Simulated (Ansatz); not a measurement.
**ZrCH2 (quintet): from Hartree-Fock to the top rungs, def2-SVP**

One table from this session's results is given with a row withheld; the runs are named, their logs left out.

Computed with Ansatz 0.2.0, Gaussian basis. Level: def2-SVP, core rule «outside noble gas», up to 5 orbitals frozen.

The runs, in order: UHF; CCSD(T) on ROHF; CCSD(T) on UHF; CISD as a restricted active space (open shells left free, so some higher excitations enter); CCSDT(Q) on ROHF; CCSDT(Q) on UHF; CASSCF and NEVPT2, 10 electrons in 11 orbitals.

22 further runs of the same task are left out: 8 that didn't finish, 14 set aside as unsound or not needed. Runs told in other sessions of the task aren't counted.

### What is computed

The geometry is a PBE0/def2-TZVP stationary point (not a proven minimum) of the parent state, kept for this charge and spin. No spin-orbit coupling is included. Elements past krypton take def2 core potentials.

4 atoms, charge 0, spin multiplicity 5.

Atoms are counted from 1 here; the program's logs count them from 0.

Bond lengths: Zr1–C2 1.958 Å, C2–H3 1.095 Å, C2–H4 1.095 Å. Angles: Zr1–C2–H3 123.1°, Zr1–C2–H4 123.1°, H3–C2–H4 113.7°.

Set-up of the first run:

in.yaml

```yaml
crystal:
  periodic: [false, false, false]
  atoms:
    - {symbol: Zr, position_ang: [0.000000, 0.000000, 0.272416]}
    - {symbol: C, position_ang: [0.000000, 0.000000, -1.685685]}
    - {symbol: H, position_ang: [0.000000, 0.916504, -2.284186]}
    - {symbol: H, position_ang: [0.000000, -0.916504, -2.284186]}
basis:
  gaussian: {orbitals: def2-SVP}
magnetization: {spin_polarized: true, initial_magnetization: 4}
hamiltonian: {xc: hf}
output: {orbitals: {seedname: orbitals}}
```

Run with:

```bash
ansatz run in.yaml --threads 1 --pin off --events-out ev --progress --plain --max-ram 2393MiB
```

Among the steps run: UHF; CCSD(T) on ROHF; CCSD(T) on UHF; CISD as a restricted active space (open shells left free, so some higher excitations enter); CCSDT(Q) on ROHF; CCSDT(Q) on UHF; CASSCF and NEVPT2, 10 electrons in 11 orbitals.

One of the session's tables, all rows but one given; the rest of the session is left out.

```
         method  from RCCSDT(Q) (kJ/mol)
           ROHF                   +505.6
            UHF                   +491.1
           RMP2                    +79.7
           UMP2                    +73.4
          RCCSD                    +17.6
          UCCSD                    +10.5
       RCCSD(T)                     +2.9
       UCCSD(T)                     -4.0
         RCCSDT                     +0.7
         UCCSDT                        ?
      RCCSDT(Q)                        0
      UCCSDT(Q)                     -6.9
CASSCF frontier                   +313.3
NEVPT2 frontier                    +84.0
```

**Question.** Estimate the row for UCCSDT.

As computed: from RCCSDT(Q) (kJ/mol): -6.2. In the column «from RCCSDT(Q) (kJ/mol)» it lies between UCCSDT(Q) (-6.9) and UCCSD(T) (-4.0).

Not comparable, so not listed: CISD as a restricted active space (open shells left free, so some higher excitations enter) (they don't share determinant, frozen orbitals or solution with the rows shown, or repeat one).

Caveats from the session: Restricted and unrestricted rows rest on different reference determinants; a gap between their highest levels can come from leftover correlation error, from unlike frozen cores or from another state.
